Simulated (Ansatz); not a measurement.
A nudged elastic band was laid between two geometries of a periodic cell of 17 atoms, LiSi16 (host Si, host structure diamond, interstitial Li), cell charge +1.

The calculation used Ansatz 0.2.0, DFT PBE, scalar-relativistic, plane waves, PAW. Settings: PAW set soft_1, cutoff 420 eV, k mesh 2x2x2, fermi-dirac smearing 0.05 eV, no spin polarisation.

```yaml
movable_images: 5
climbing_image: yes
spring: 5.0 eV/Å²
optimiser: lbfgs
start_path: IDPP
force_threshold: 0.03 eV/Å
iteration_limit: 68
end_points: relaxed
```

First end point:

```xyz
17
Lattice="0.0000 5.4300 5.4300 5.4300 0.0000 5.4300 5.4300 5.4300 0.0000" Properties=species:S:1:pos:R:3
Si 0.002 -0.021 -0.003
Si 1.384 1.334 1.379
Si 2.738 2.716 -0.003
Si 4.065 4.082 1.364
Si 2.717 0.001 2.712
Si 4.049 1.333 4.045
Si 5.432 2.716 2.691
Si 6.814 4.098 4.045
Si 0.002 2.716 2.734
Si 1.368 4.082 4.061
Si 2.717 5.431 2.712
Si 4.065 6.779 4.061
Si 2.695 2.716 5.427
Si 4.050 4.098 6.809
Si 5.432 5.452 5.427
Si 6.798 6.779 6.794
Li 5.432 2.716 5.426
```

Last end point:

```xyz
17
Lattice="0.0000 5.4300 5.4300 5.4300 0.0000 5.4300 5.4300 5.4300 0.0000" Properties=species:S:1:pos:R:3
Si 0.008 0.011 0.007
Si 1.357 1.359 1.355
Si 2.705 2.708 0.007
Si 4.072 4.074 1.334
Si 2.705 0.010 2.704
Si 4.072 1.338 4.070
Si 5.454 2.692 2.688
Si 6.808 4.074 4.070
Si 0.008 2.708 2.704
Si 1.335 4.074 4.070
Si 2.689 5.457 2.688
Si 4.072 6.811 4.070
Si 2.690 2.692 5.452
Si 4.072 4.074 6.807
Si 5.454 5.456 5.452
Si 6.787 6.790 6.785
Li 4.071 4.075 4.070
```

Q: What changes between the two ends?

A: Contacts lost: Si1–Li17, Si2–Li17, Si3–Li17, Si9–Li17. Contacts made: Si4–Li17, Si10–Li17, Si11–Li17, Si12–Li17. The atom that moves furthest is Li17, by 2.35 Å.

Q: What energy profile does the band end with?

A: It converged. The highest image is number 3 of 0 to 6, 0.58 eV above the ends, which have the same energy within 2 meV. By the program's own check the climbing image is of a kind that is not told: the force calls were inconclusive, a negative curvature could not be distinguished from the path's own, the only one lies far off the path, or fixed occupations may fill a level only in part (lowest curvatures found: -2.17 and 0.86 eV/Å²). Limits of this set-up: charged cell in a uniform background, uncorrected.

```tsv
image	path coordinate (Å)	energy (eV)	Si1–Li17 (Å)	Si2–Li17 (Å)	Si3–Li17 (Å)
0	0.00	0.00	2.74	2.39	2.74
1	0.43	0.11	2.92	2.57	2.92
2	0.85	0.41	3.20	2.94	3.20
3	1.28	0.58	3.52	3.36	3.52
4	1.71	0.41	3.87	3.81	3.87
5	2.14	0.11	4.22	4.27	4.22
6	2.56	0.00	4.50	4.70	4.50
```

Q: What is the geometry of the highest image?

A: 
```xyz
17
Lattice="0.0000 5.4300 5.4300 5.4300 0.0000 5.4300 5.4300 5.4300 0.0000" Properties=species:S:1:pos:R:3:forces:R:3
Si -0.033 -0.008 -0.036 0.00 0.00 0.00
Si 1.264 1.453 1.260 0.00 0.00 0.00
Si 2.725 2.750 -0.036 0.00 0.00 0.00
Si 4.106 4.040 1.346 0.00 0.00 0.00
Si 2.609 0.108 2.606 0.00 0.00 0.00
Si 4.017 1.293 4.014 0.00 0.00 0.00
Si 5.486 2.660 2.647 0.00 0.00 0.00
Si 6.854 4.130 4.014 0.00 0.00 0.00
Si -0.033 2.750 2.722 0.00 0.00 0.00
Si 1.349 4.040 4.103 0.00 0.00 0.00
Si 2.810 5.337 2.807 0.00 0.00 0.00
Si 4.106 6.798 4.103 0.00 0.00 0.00
Si 2.650 2.660 5.483 0.00 0.00 0.00
Si 4.017 4.130 6.851 0.00 0.00 0.00
Si 5.486 5.497 5.483 0.00 0.00 0.00
Si 6.895 6.682 6.892 0.00 0.00 0.00
Li 4.752 3.395 4.749 0.00 0.00 0.00
```

Run time: 8.5 min on 1 thread of Intel(R) Xeon(R) 6975P-C (Granite Rapids), on a shared host, peak memory 0.88 GiB.
